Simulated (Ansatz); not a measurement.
# BrCl2HOSi: the cost of one run

Program: Ansatz 0.2.0. Level of theory: RKS PBE-D4/def2-SVP. These are calculated values, not measurements.

## (1) The starting structure

Bond lengths: Si1–Br2 2.700 Å, Si1–O3 1.571 Å, Si1–Cl5 1.981 Å, Si1–Cl6 1.981 Å. Angles: Br2–Si1–O3 81.2°, Br2–Si1–Cl5 106.8°, Br2–Si1–Cl6 108.7°, O3–Si1–Cl5 119.4°, O3–Si1–Cl6 119.2°, Cl5–Si1–Cl6 114.5°.

As a file:

```xyz
6

Si    0.1281    0.0974    0.5657
Br   -0.9389    0.5998   -1.8635
O     0.5846   -1.2117   -0.1741
H     0.1119   -1.0091   -1.3356
Cl    1.4529    1.5279    0.9143
Cl   -1.3386   -0.0042    1.8932
```

## (2) A restrained relaxation towards end A

Springs on the bonds that form and break draw the guess towards this end; the thresholds are loose.

The input, input.yaml:

```yaml
crystal:
  periodic: [false, false, false]
  atoms:
    - { symbol: Si, position_ang: [0.1281, 0.0974, 0.5657] }
    - { symbol: Br, position_ang: [-0.9389, 0.5998, -1.8635] }
    - { symbol: O, position_ang: [0.5846, -1.2117, -0.1741] }
    - { symbol: H, position_ang: [0.1119, -1.0091, -1.3356] }
    - { symbol: Cl, position_ang: [1.4529, 1.5279, 0.9143] }
    - { symbol: Cl, position_ang: [-1.3386, -0.0042, 1.8932] }
basis:
  gaussian: { orbitals: def2-SVP }
hamiltonian:
  xc: pbe
  dispersion: d4
relax:
  f_tol: 0.15
  max_steps: 25
  restrain:
    - { distance: [3, 1], at: 2.81, k: 30.0 }
    - { distance: [0, 1], at: 2.31, k: 30.0 }
    - { distance: [3, 2], at: 0.97, k: 30.0 }
```

On the command line:

```bash
$ ansatz run input.yaml --threads 2 --pin off --max-ram 3072MiB --backend cpu --events-out ev --progress --plain --runs-dir out
```

**Question.** How long does this run take on 2 threads of Arm Neoverse N1, shared host, and how much memory does it need?

About 19 s, with a peak of 0.17 GiB.
